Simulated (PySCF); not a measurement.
# AsBH6OSi: electronic excitations at several levels of theory, part 1 of 2

How much do the electronic excitations of AsBH6OSi (`[SiH3]OB[AsH2]`) depend on the level of theory, and what does each level cost?

Computed with PySCF 2.14.0, with density-fitted response routines of our own, on a single molecule in the gas phase. Atoms count from 0, in the outputs and in this text.

## 1. The starting structure

10 atoms, charge 0, multiplicity 1; geometry from: GFN2-xTB.

Bonds of the start (Å): Si0–O1 1.61, O1–B2 1.31, B2–As3 2.04, Si0–H4 1.46, Si0–H5 1.46, Si0–H6 1.47, B2–H7 1.19, As3–H8 1.51, As3–H9 1.50.

## 2. Relaxing the molecule at PBE0-D3(BJ)/def2-SVP

What the job is given:

```
{"job": {"xc": "PBE0", "basis": "def2-SVP", "d3": "d3bj", "grid": 1, "kind": "geom"}, "charge": 0, "multiplicity": 1}
Si    -1.795212     0.231452    -0.033605
O     -0.503935    -0.651524    -0.432227
B      0.776736    -0.933610    -0.434555
As     2.181845     0.217079     0.490387
H     -2.608475    -0.688405     0.759988
H     -2.370608     0.597855    -1.326167
H     -1.426456     1.420857     0.745873
H      1.109898    -1.936695    -0.971628
H      1.570826     1.518973     0.046005
H      3.074264     0.228674    -0.719439
```

Log:

```text
step   0  E = -2628.14672844  max force = 0.019550
step   1  E = -2628.15284974  max force = 0.004554
step   2  E = -2628.15314353  max force = 0.004002
step   3  E = -2628.15330739  max force = 0.003237
step   4  E = -2628.15350178  max force = 0.003495
step   5  E = -2628.15367424  max force = 0.001575
step   6  E = -2628.15374800  max force = 0.000604
step   7  E = -2628.15378136  max force = 0.000627
step   8  E = -2628.15380644  max force = 0.000657
step   9  E = -2628.15381856  max force = 0.000753
step  10  E = -2628.15383031  max force = 0.000608
step  11  E = -2628.15384661  max force = 0.000738
step  12  E = -2628.15387620  max force = 0.000917
step  13  E = -2628.15396475  max force = 0.001539
step  14  E = -2628.15395560  max force = 0.002995
step  15  E = -2628.15412502  max force = 0.001681
step  16  E = -2628.15418556  max force = 0.001190
step  17  E = -2628.15427976  max force = 0.000799
step  18  E = -2628.15430936  max force = 0.000408
step  19  E = -2628.15431731  max force = 0.000298
optimisation converged
```

It took 2.2 min on 1 thread, shared host.

The steps of the relaxation:

| step | energy from step 0 (eV) | largest force component (eV/Å) |
| --- | --- | --- |
| 0 | 0.0000 | 1.0053 |
| 1 | -0.1666 | 0.2342 |
| 2 | -0.1746 | 0.2058 |
| 3 | -0.1790 | 0.1665 |
| 4 | -0.1843 | 0.1797 |
| 5 | -0.1890 | 0.0810 |
| 6 | -0.1910 | 0.0311 |
| 7 | -0.1919 | 0.0322 |
| 8 | -0.1926 | 0.0338 |
| 9 | -0.1929 | 0.0387 |
| 10 | -0.1933 | 0.0313 |
| 11 | -0.1937 | 0.0379 |
| 12 | -0.1945 | 0.0472 |
| 13 | -0.1969 | 0.0791 |
| 14 | -0.1967 | 0.1540 |
| 15 | -0.2013 | 0.0864 |
| 16 | -0.2029 | 0.0612 |
| 17 | -0.2055 | 0.0411 |
| 18 | -0.2063 | 0.0210 |
| 19 | -0.2065 | 0.0153 |

Distances of close pairs at the start and the end, largest changes first:

| bond | before (Å) | after (Å) | change (Å) |
| --- | --- | --- | --- |
| Si0–O1 | 1.614 | 1.684 | +0.070 |
| O1–B2 | 1.311 | 1.346 | +0.035 |
| Si0–H5 | 1.462 | 1.490 | +0.028 |
| B2–H7 | 1.186 | 1.213 | +0.027 |
| Si0–H4 | 1.462 | 1.486 | +0.024 |
| Si0–H6 | 1.469 | 1.492 | +0.023 |
| As3–H8 | 1.505 | 1.524 | +0.019 |
| As3–H9 | 1.503 | 1.520 | +0.016 |

The end geometry stands in the next job.

```csv
at the end point,value
point group (found at 0.08 Å tolerance),C1
"rotational constants (GHz, main isotopes)","9.044, 1.425, 1.262"
dipole moment (D),1.46
```

## 3. Ultraviolet spectrum: HF/def2-SVPD

What the job is given:

```
{"job": {"kind": "uv", "xc": "HF", "basis": "def2-SVPD", "ip": true}, "charge": 0, "multiplicity": 1}
Si    -1.513682     0.629719     0.133807
O     -0.435161    -0.603746    -0.257089
B      0.906283    -0.716407    -0.242901
As     2.161957     0.721739     0.502389
H     -2.855570     0.002798     0.252926
H     -1.509600     1.644966    -0.956250
H     -1.107191     1.253793     1.426231
H      1.392681    -1.764599    -0.611119
H      1.427140     1.918145    -0.090786
H      3.139668     0.599782    -0.654551
```

Level: TDDFT HF/def2-SVPD, vertical, gas phase, core orbitals frozen in the response.

Log:

```text
final grid: 79648 points
cycle   1  E = -2625.7187117771  dE = -6.598e-01  |g| = 5.289e-01  |ddm| = 3.537e+00
cycle   2  E = -2625.7825542849  dE = -6.384e-02  |g| = 3.088e-01  |ddm| = 1.020e+00
cycle   3  E = -2625.8017692709  dE = -1.921e-02  |g| = 6.512e-02  |ddm| = 3.722e-01
cycle   4  E = -2625.8034597028  dE = -1.690e-03  |g| = 1.141e-02  |ddm| = 1.944e-01
cycle   5  E = -2625.8035467689  dE = -8.707e-05  |g| = 3.415e-03  |ddm| = 3.836e-02
cycle   6  E = -2625.8035575879  dE = -1.082e-05  |g| = 1.225e-03  |ddm| = 1.372e-02
cycle   7  E = -2625.8035588510  dE = -1.263e-06  |g| = 4.102e-04  |ddm| = 3.701e-03
cycle   8  E = -2625.8035590024  dE = -1.514e-07  |g| = 1.283e-04  |ddm| = 1.493e-03
cycle   9  E = -2625.8035590179  dE = -1.554e-08  |g| = 3.993e-05  |ddm| = 5.237e-04
cycle  10  E = -2625.8035590198  dE = -1.871e-09  |g| = 1.313e-05  |ddm| = 1.764e-04
cycle  11  E = -2625.8035590200  dE = -2.265e-10  |g| = 4.514e-06  |ddm| = 5.788e-05
converged SCF energy = -2625.8035590200

Static polarisability (au): isotropic 71.987, principal 62.626 70.552 82.784

Singlet excitations
state   eV       nm        f      main configurations
  1   5.7216    216.7   0.02515   H->L+2 0.66, H-1->L+2 0.18
  2   6.6691    185.9   0.04035   H->L+3 0.24, H->L+5 0.22, H->L 0.17
  3   7.0151    176.7   0.09562   H->L 0.41, H->L+3 0.26, H->L+4 0.11
  4   7.7414    160.2   0.02314   H-1->L+2 0.25, H->L+6 0.16, H->L+4 0.16
  5   7.8732    157.5   0.28706   H-1->L+2 0.28, H->L+2 0.13, H->L+4 0.12
  6   8.2205    150.8   0.04773   H->L+5 0.23, H->L 0.16, H->L+4 0.14
  7   8.7956    141.0   0.01579   H->L+4 0.19, H->L+6 0.13, H->L+1 0.13
  8   8.8433    140.2   0.07175   H-1->L 0.21, H->L+1 0.20, H-1->L+5 0.12
  9   9.0533    136.9   0.02030   H->L+5 0.15, H->L+3 0.14, H->L+8 0.09
 10   9.1147    136.0   0.10931   H-1->L+3 0.29, H-1->L 0.20, H->L+1 0.08

Triplet excitations (Tamm-Dancoff, eV): 4.7198 5.4643 5.9474 6.8816
Vertical ionisation energy (delta-SCF) = 8.5035 eV
```

Run time: 14 s. Hardware: 1 thread, shared host.

The orbitals next to the gap, with their largest atomic shares:

```
orbital      eV                        atoms
 HOMO−3  -13.22  As3 28 %, Si0 18 %, H9 18 %
 HOMO−2  -13.08   Si0 34 %, H5 29 %, O1 17 %
 HOMO−1  -11.52   As3 38 %, B2 20 %, O1 12 %
   HOMO   -9.61    As3 62 %, B2 16 %, O1 7 %
   LUMO    1.96   B2 56 %, Si0 13 %, As3 8 %
 LUMO+1    2.39   Si0 55 %, H6 12 %, H4 11 %
 LUMO+2    2.56   B2 37 %, As3 22 %, O1 19 %
```

With each of the 10 states as a Gaussian band of 0.4 eV half-width at 1/e, the curve within the window shown has maxima at 217 nm (ε 1,000), 178 nm (ε 4,800), 157 nm (ε 13,000), 138 nm (ε 7,900) L/(mol cm). Beyond the last state computed it falls off for lack of states. The curve at chosen wavelengths:

nm, ε (L/mol/cm) and a bar:
```
      132       3321 #######
      136       7211 ################
      141       6863 ###############
      145       4638 ##########
      150       6723 ###############
      154      11442 ##########################
      158      13391 ##############################
      163       9262 #####################
      167       5433 ############
      172       4204 #########
      176       4699 ##########
      180       4777 ###########
      185       3809 ########
      189       2676 ######
      194       1467 ###
      198        885 ##
      202        661 #
      207        735 #
      211        899 ##
      216       1022 ##
      220        983 ##
      224        834 ##
      229        580 #
      233        387 #
      238        206 
      242        114
```

Ground-state properties from the same run:

```csv
property,computed
dipole moment (D),1.21
polarisability (Å³),10.67
HOMO–LUMO gap (eV),11.56
−ε(HOMO) (eV),9.61
```

## 4. TDDFT and polarisability: LDA/def2-SVPD

Settings changed since step 3:

```diff
@@ -1,2 +1,2 @@
-{"job": {"kind": "uv", "xc": "HF", "basis": "def2-SVPD", "ip": true}, "charge": 0, "multiplicity": 1}
+{"job": {"kind": "uv", "xc": "LDA", "basis": "def2-SVPD", "ip": true}, "charge": 0, "multiplicity": 1}
 Si    -1.513682     0.629719     0.133807
```

Method: TDDFT LDA/def2-SVPD, vertical, gas phase, core orbitals frozen in the response.

Log:

```text
coarse grid: 38936 points
cycle   1  E = -2623.2671069428  dE = -5.775e-01  |g| = 7.573e-01  |ddm| = 4.013e+00
cycle   2  E = -2622.6272958672  dE =  6.398e-01  |g| = 1.888e+00  |ddm| = 2.805e+00
cycle   3  E = -2623.3607501887  dE = -7.335e-01  |g| = 2.176e-01  |ddm| = 2.234e+00
cycle   4  E = -2623.3711546764  dE = -1.040e-02  |g| = 5.068e-02  |ddm| = 3.966e-01
cycle   5  E = -2623.3717693208  dE = -6.146e-04  |g| = 2.826e-02  |ddm| = 1.330e-01
cycle   6  E = -2623.3720163774  dE = -2.471e-04  |g| = 3.894e-03  |ddm| = 5.213e-02
cycle   7  E = -2623.3720196170  dE = -3.240e-06  |g| = 1.382e-03  |ddm| = 7.898e-03
final grid: 79648 points
cycle   8  E = -2623.3719642457  dE =  1.941e-06  |g| = 2.881e-03  |ddm| = 9.202e-03
cycle   9  E = -2623.3719542982  dE =  9.948e-06  |g| = 6.666e-03  |ddm| = 1.348e-02
cycle  10  E = -2623.3719668322  dE = -1.253e-05  |g| = 7.676e-04  |ddm| = 8.847e-03
cycle  11  E = -2623.3719669917  dE = -1.595e-07  |g| = 9.771e-05  |ddm| = 9.749e-04
cycle  12  E = -2623.3719669942  dE = -2.466e-09  |g| = 9.217e-06  |ddm| = 1.631e-04
cycle  13  E = -2623.3719669942  dE = -1.000e-11  |g| = 2.046e-06  |ddm| = 1.715e-05
converged SCF energy = -2623.3719669942

Static polarisability (au): isotropic 82.628, principal 68.904 79.522 99.459

Singlet excitations
state   eV       nm        f      main configurations
  1   4.4051    281.5   0.02134   H->L 0.97
  2   4.8435    256.0   0.00591   H->L+1 0.99
  3   5.6181    220.7   0.02659   H-1->L 0.93
  4   5.6751    218.5   0.03499   H->L+2 0.90
  5   5.8276    212.8   0.00156   H->L+3 0.86
  6   6.1039    203.1   0.01195   H->L+4 0.93
  7   6.1666    201.1   0.00976   H-1->L+1 0.95
  8   6.5554    189.1   0.03436   H-2->L 0.57, H->L+5 0.38
  9   6.5926    188.1   0.02726   H->L+5 0.49, H-2->L 0.32, H->L+6 0.14
 10   6.6114    187.5   0.00427   H-3->L 0.97

Triplet excitations (Tamm-Dancoff, eV): 3.8214 4.7333 5.1539 5.3887
Vertical ionisation energy (delta-SCF) = 9.0920 eV
Vertical electron affinity (delta-SCF) = -0.4422 eV
```

Wall time 58 s (1 thread, shared host).

In short: HOMO -6.10 eV, LUMO -2.05 eV; lowest singlet 4.41 eV.

## 5. Excited states and response: PBE/def2-SVPD

Settings changed since step 4:

```diff
@@ -1,2 +1,2 @@
-{"job": {"kind": "uv", "xc": "LDA", "basis": "def2-SVPD", "ip": true}, "charge": 0, "multiplicity": 1}
+{"job": {"kind": "uv", "xc": "PBE", "basis": "def2-SVPD", "ip": true}, "charge": 0, "multiplicity": 1}
 Si    -1.513682     0.629719     0.133807
```

Level: TDDFT PBE/def2-SVPD, vertical, gas phase, core orbitals frozen in the response.

Log:

```text
coarse grid: 38936 points
cycle   1  E = -2627.9441236980  dE = -5.803e-01  |g| = 7.547e-01  |ddm| = 4.051e+00
cycle   2  E = -2627.3100983503  dE =  6.340e-01  |g| = 1.872e+00  |ddm| = 2.727e+00
cycle   3  E = -2628.0396518478  dE = -7.296e-01  |g| = 1.951e-01  |ddm| = 2.184e+00
cycle   4  E = -2628.0483532316  dE = -8.701e-03  |g| = 5.068e-02  |ddm| = 3.876e-01
cycle   5  E = -2628.0489651863  dE = -6.120e-04  |g| = 2.179e-02  |ddm| = 1.118e-01
cycle   6  E = -2628.0491227611  dE = -1.576e-04  |g| = 4.093e-03  |ddm| = 4.154e-02
cycle   7  E = -2628.0491273537  dE = -4.593e-06  |g| = 1.589e-03  |ddm| = 8.459e-03
final grid: 79648 points
cycle   8  E = -2628.0490760772  dE =  2.353e-06  |g| = 3.195e-03  |ddm| = 1.025e-02
cycle   9  E = -2628.0490652669  dE =  1.081e-05  |g| = 6.957e-03  |ddm| = 1.474e-02
cycle  10  E = -2628.0490792979  dE = -1.403e-05  |g| = 8.606e-04  |ddm| = 9.569e-03
cycle  11  E = -2628.0490794807  dE = -1.827e-07  |g| = 7.715e-05  |ddm| = 1.019e-03
cycle  12  E = -2628.0490794824  dE = -1.726e-09  |g| = 6.017e-06  |ddm| = 1.365e-04
cycle  13  E = -2628.0490794824  dE = -1.228e-11  |g| = 2.479e-06  |ddm| = 1.736e-05
converged SCF energy = -2628.0490794824

Static polarisability (au): isotropic 80.992, principal 67.504 78.178 97.293

Singlet excitations
state   eV       nm        f      main configurations
  1   4.4865    276.3   0.02370   H->L 0.97
  2   4.9441    250.8   0.00580   H->L+1 0.99
  3   5.7095    217.2   0.03853   H-1->L 0.71, H->L+2 0.19
  4   5.7248    216.6   0.02127   H->L+2 0.65, H-1->L 0.22, H->L+3 0.09
  5   5.8645    211.4   0.00337   H->L+3 0.81, H->L+2 0.14
  6   6.1583    201.3   0.01052   H->L+4 0.92
  7   6.2960    196.9   0.00693   H-1->L+1 0.95
  8   6.5954    188.0   0.01223   H->L+5 0.86
  9   6.7041    184.9   0.06642   H-2->L 0.46, H->L+6 0.42, H->L+7 0.08
 10   6.7908    182.6   0.01429   H-2->L 0.45, H->L+7 0.28, H->L+6 0.22

Triplet excitations (Tamm-Dancoff, eV): 3.7899 4.8081 5.2016 5.3749
Vertical ionisation energy (delta-SCF) = 8.9308 eV
Vertical electron affinity (delta-SCF) = -0.5991 eV
```

Wall time 78 s (1 thread, shared host).

This run: HOMO -5.98 eV, LUMO -1.83 eV; lowest singlet 4.49 eV.

## 6. Ultraviolet spectrum: B3LYP/def2-SVPD

Settings changed since step 5:

```diff
@@ -1,2 +1,2 @@
-{"job": {"kind": "uv", "xc": "PBE", "basis": "def2-SVPD", "ip": true}, "charge": 0, "multiplicity": 1}
+{"job": {"kind": "uv", "xc": "B3LYP", "basis": "def2-SVPD", "ip": true}, "charge": 0, "multiplicity": 1}
 Si    -1.513682     0.629719     0.133807
```

Level: TDDFT B3LYP/def2-SVPD, vertical, gas phase, core orbitals frozen in the response.

Log:

```text
coarse grid: 38936 points
cycle   1  E = -2628.6549844697  dE = -6.045e-01  |g| = 7.023e-01  |ddm| = 3.883e+00
cycle   2  E = -2628.3895276484  dE =  2.655e-01  |g| = 1.344e+00  |ddm| = 2.022e+00
cycle   3  E = -2628.7421873255  dE = -3.527e-01  |g| = 1.066e-01  |ddm| = 1.417e+00
cycle   4  E = -2628.7447320371  dE = -2.545e-03  |g| = 2.315e-02  |ddm| = 2.063e-01
cycle   5  E = -2628.7448828343  dE = -1.508e-04  |g| = 6.559e-03  |ddm| = 5.080e-02
cycle   6  E = -2628.7448957829  dE = -1.295e-05  |g| = 1.184e-03  |ddm| = 1.395e-02
cycle   7  E = -2628.7448960852  dE = -3.023e-07  |g| = 2.558e-04  |ddm| = 2.641e-03
final grid: 79648 points
cycle   8  E = -2628.7448559122  dE = -6.319e-08  |g| = 3.031e-04  |ddm| = 4.634e-03
cycle   9  E = -2628.7448559073  dE =  4.901e-09  |g| = 3.740e-04  |ddm| = 1.139e-03
cycle  10  E = -2628.7448559273  dE = -1.997e-08  |g| = 5.537e-05  |ddm| = 5.626e-04
cycle  11  E = -2628.7448559279  dE = -5.857e-10  |g| = 1.169e-05  |ddm| = 6.993e-05
converged SCF energy = -2628.7448559279

Static polarisability (au): isotropic 78.213, principal 66.067 75.836 92.736

Singlet excitations
state   eV       nm        f      main configurations
  1   4.7793    259.4   0.02268   H->L 0.93
  2   5.5442    223.6   0.00970   H->L+1 0.97
  3   6.1057    203.1   0.03677   H->L+2 0.65, H-1->L 0.17, H->L+3 0.14
  4   6.2041    199.8   0.04492   H-1->L 0.74, H->L+2 0.14
  5   6.3569    195.0   0.00421   H->L+3 0.76, H->L+2 0.17
  6   6.7127    184.7   0.02337   H->L+4 0.91
  7   7.0094    176.9   0.01135   H-1->L+1 0.95
  8   7.1716    172.9   0.09904   H->L+5 0.92
  9   7.2257    171.6   0.13182   H->L+6 0.90
 10   7.4040    167.5   0.00938   H->L+7 0.95

Triplet excitations (Tamm-Dancoff, eV): 4.1095 5.2780 5.5652 5.7255
Vertical ionisation energy (delta-SCF) = 9.1825 eV
```

Run time: 41 s. Hardware: 1 thread, shared host.

Key values: HOMO -6.90 eV, LUMO -1.07 eV; lowest singlet 4.78 eV.

## 7. Ultraviolet spectrum: PBE0/def2-SVPD

Settings changed since step 6:

```diff
@@ -1,2 +1,2 @@
-{"job": {"kind": "uv", "xc": "B3LYP", "basis": "def2-SVPD", "ip": true}, "charge": 0, "multiplicity": 1}
+{"job": {"kind": "uv", "xc": "PBE0", "basis": "def2-SVPD", "ip": true}, "charge": 0, "multiplicity": 1}
 Si    -1.513682     0.629719     0.133807
```

With the program's defaults for keys left out, this is: TDDFT PBE0/def2-SVPD, vertical, gas phase, core orbitals frozen in the response.

Log:

```text
coarse grid: 38936 points
cycle   1  E = -2628.0817485115  dE = -6.172e-01  |g| = 6.308e-01  |ddm| = 3.853e+00
cycle   2  E = -2627.9131494810  dE =  1.686e-01  |g| = 1.112e+00  |ddm| = 1.808e+00
cycle   3  E = -2628.1547733495  dE = -2.416e-01  |g| = 8.046e-02  |ddm| = 1.208e+00
cycle   4  E = -2628.1562451165  dE = -1.472e-03  |g| = 1.767e-02  |ddm| = 1.606e-01
cycle   5  E = -2628.1563418357  dE = -9.672e-05  |g| = 5.408e-03  |ddm| = 4.230e-02
cycle   6  E = -2628.1563494634  dE = -7.628e-06  |g| = 7.776e-04  |ddm| = 1.095e-02
final grid: 79648 points
cycle   7  E = -2628.1563104212  dE = -6.576e-08  |g| = 8.578e-04  |ddm| = 5.499e-03
cycle   8  E = -2628.1563103698  dE =  5.141e-08  |g| = 1.033e-03  |ddm| = 2.743e-03
cycle   9  E = -2628.1563105285  dE = -1.587e-07  |g| = 1.617e-04  |ddm| = 1.415e-03
cycle  10  E = -2628.1563105334  dE = -4.900e-09  |g| = 1.003e-05  |ddm| = 1.742e-04
cycle  11  E = -2628.1563105334  dE = -2.501e-11  |g| = 2.612e-06  |ddm| = 2.204e-05
converged SCF energy = -2628.1563105334

Static polarisability (au): isotropic 77.756, principal 65.728 75.321 92.218

Singlet excitations
state   eV       nm        f      main configurations
  1   4.8534    255.5   0.02396   H->L 0.92
  2   5.6949    217.7   0.01041   H->L+1 0.94
  3   6.2338    198.9   0.02434   H-1->L 0.49, H->L+2 0.33, H->L+3 0.10
  4   6.3059    196.6   0.06054   H-1->L 0.40, H->L+2 0.39, H->L+3 0.14
  5   6.5666    188.8   0.00897   H->L+3 0.65, H->L+2 0.22
  6   6.8967    179.8   0.03759   H->L+4 0.84
  7   7.1679    173.0   0.01579   H-1->L+1 0.94
  8   7.3712    168.2   0.14550   H->L+5 0.84
  9   7.4543    166.3   0.08720   H->L+6 0.77, H->L+5 0.11
 10   7.6326    162.4   0.01158   H->L+7 0.90

Triplet excitations (Tamm-Dancoff, eV): 4.0974 5.3451 5.5799 5.7857
Vertical ionisation energy (delta-SCF) = 9.1563 eV
```

Run time: 43 s. Hardware: 1 thread, shared host.

This run: HOMO -7.10 eV, LUMO -0.87 eV; lowest singlet 4.85 eV.

## 8. Ultraviolet spectrum: BHandHLYP/def2-SVPD

Settings changed since step 7:

```diff
@@ -1,2 +1,2 @@
-{"job": {"kind": "uv", "xc": "PBE0", "basis": "def2-SVPD", "ip": true}, "charge": 0, "multiplicity": 1}
+{"job": {"kind": "uv", "xc": "BHandHLYP", "basis": "def2-SVPD", "ip": true}, "charge": 0, "multiplicity": 1}
 Si    -1.513682     0.629719     0.133807
```

Method: TDDFT BHandHLYP/def2-SVPD, vertical, gas phase, core orbitals frozen in the response.

Log:

```text
coarse grid: 38936 points
cycle   1  E = -2628.5334368657  dE = -6.337e-01  |g| = 5.961e-01  |ddm| = 3.690e+00
cycle   2  E = -2628.4974612742  dE =  3.598e-02  |g| = 7.583e-01  |ddm| = 1.385e+00
cycle   3  E = -2628.6055035273  dE = -1.080e-01  |g| = 5.236e-02  |ddm| = 7.592e-01
cycle   4  E = -2628.6061901337  dE = -6.866e-04  |g| = 1.333e-02  |ddm| = 1.187e-01
cycle   5  E = -2628.6062538919  dE = -6.376e-05  |g| = 2.822e-03  |ddm| = 3.242e-02
cycle   6  E = -2628.6062561510  dE = -2.259e-06  |g| = 7.896e-04  |ddm| = 7.182e-03
final grid: 79648 points
cycle   7  E = -2628.6062316625  dE = -1.689e-07  |g| = 6.359e-04  |ddm| = 2.959e-03
cycle   8  E = -2628.6062316897  dE = -2.714e-08  |g| = 5.496e-04  |ddm| = 1.831e-03
cycle   9  E = -2628.6062317347  dE = -4.506e-08  |g| = 2.244e-05  |ddm| = 8.078e-04
cycle  10  E = -2628.6062317353  dE = -6.157e-10  |g| = 1.109e-05  |ddm| = 9.999e-05
converged SCF energy = -2628.6062317353

Static polarisability (au): isotropic 75.082, principal 64.237 73.103 87.905

Singlet excitations
state   eV       nm        f      main configurations
  1   5.1687    239.9   0.02248   H->L 0.82, H-1->L 0.10
  2   6.1547    201.4   0.01870   H->L+1 0.71, H->L+3 0.13
  3   6.5279    189.9   0.05895   H->L+3 0.41, H->L+2 0.30, H-1->L 0.10
  4   6.8452    181.1   0.04138   H-1->L 0.71, H->L+3 0.08
  5   7.1814    172.6   0.01149   H->L+2 0.34, H->L+4 0.29, H->L+3 0.15
  6   7.3703    168.2   0.13939   H->L+4 0.34, H->L+6 0.30, H->L+2 0.12
  7   7.7270    160.5   0.13748   H->L+5 0.65, H->L+2 0.11
  8   7.8544    157.9   0.03459   H-1->L+1 0.79
  9   8.0272    154.5   0.01985   H->L+6 0.50, H->L+5 0.18, H->L+4 0.14
 10   8.2630    150.0   0.04067   H-1->L+3 0.39, H-1->L+2 0.35, H->L+8 0.10

Triplet excitations (Tamm-Dancoff, eV): 4.4340 5.5484 5.8415 6.3064
Vertical ionisation energy (delta-SCF) = 9.2360 eV
```

Run time: 42 s. Hardware: 1 thread, shared host.

In short: HOMO -8.09 eV, LUMO 0.16 eV; lowest singlet 5.17 eV.

## 9. TDDFT and polarisability: CAM-B3LYP/def2-SVPD

Settings changed since step 8:

```diff
@@ -1,2 +1,2 @@
-{"job": {"kind": "uv", "xc": "BHandHLYP", "basis": "def2-SVPD", "ip": true}, "charge": 0, "multiplicity": 1}
+{"job": {"kind": "uv", "xc": "CAM-B3LYP", "basis": "def2-SVPD", "ip": true}, "charge": 0, "multiplicity": 1}
 Si    -1.513682     0.629719     0.133807
```

Level: TDDFT CAM-B3LYP/def2-SVPD, vertical, gas phase, core orbitals frozen in the response.

Log:

```text
coarse grid: 38936 points
cycle   1  E = -2628.6683774969  dE = -6.196e-01  |g| = 6.710e-01  |ddm| = 3.710e+00
cycle   2  E = -2628.5885635254  dE =  7.981e-02  |g| = 9.546e-01  |ddm| = 1.529e+00
cycle   3  E = -2628.7544272645  dE = -1.659e-01  |g| = 6.502e-02  |ddm| = 8.810e-01
cycle   4  E = -2628.7553845619  dE = -9.573e-04  |g| = 1.781e-02  |ddm| = 1.310e-01
cycle   5  E = -2628.7554587773  dE = -7.422e-05  |g| = 2.903e-03  |ddm| = 3.207e-02
cycle   6  E = -2628.7554611322  dE = -2.355e-06  |g| = 1.055e-03  |ddm| = 8.084e-03
final grid: 79648 points
cycle   7  E = -2628.7554312382  dE = -2.659e-07  |g| = 9.082e-04  |ddm| = 4.128e-03
cycle   8  E = -2628.7554312846  dE = -4.637e-08  |g| = 8.417e-04  |ddm| = 2.680e-03
cycle   9  E = -2628.7554313585  dE = -7.391e-08  |g| = 4.051e-05  |ddm| = 1.186e-03
cycle  10  E = -2628.7554313596  dE = -1.113e-09  |g| = 2.218e-05  |ddm| = 1.140e-04
cycle  11  E = -2628.7554313599  dE = -2.610e-10  |g| = 1.273e-05  |ddm| = 6.664e-05
converged SCF energy = -2628.7554313599

Static polarisability (au): isotropic 76.929, principal 65.457 74.710 90.622

Singlet excitations
state   eV       nm        f      main configurations
  1   4.9595    250.0   0.01960   H->L 0.85, H-1->L 0.09
  2   5.9945    206.8   0.01557   H->L+1 0.72, H->L+3 0.12
  3   6.3560    195.1   0.04245   H->L+3 0.38, H->L+2 0.26, H-1->L 0.19
  4   6.5779    188.5   0.05711   H-1->L 0.65, H->L+3 0.13
  5   7.0163    176.7   0.01048   H->L+4 0.33, H->L+2 0.29, H->L+3 0.13
  6   7.2194    171.7   0.12812   H->L+6 0.34, H->L+4 0.28, H->L+2 0.14
  7   7.5765    163.6   0.14779   H->L+5 0.45, H-1->L+1 0.27, H->L+2 0.10
  8   7.6162    162.8   0.01737   H-1->L+1 0.50, H->L+5 0.24
  9   7.8990    157.0   0.02166   H->L+6 0.43, H->L+5 0.15, H->L+4 0.15
 10   8.0104    154.8   0.04020   H-1->L+3 0.40, H-1->L+2 0.34

Triplet excitations (Tamm-Dancoff, eV): 4.2863 5.4877 5.7125 6.0825
Vertical ionisation energy (delta-SCF) = 9.2972 eV
```

It took 57 s on 1 thread, shared host.

In short: HOMO -8.37 eV, LUMO 0.24 eV; lowest singlet 4.96 eV.

(Continued in part 2 of 2.)
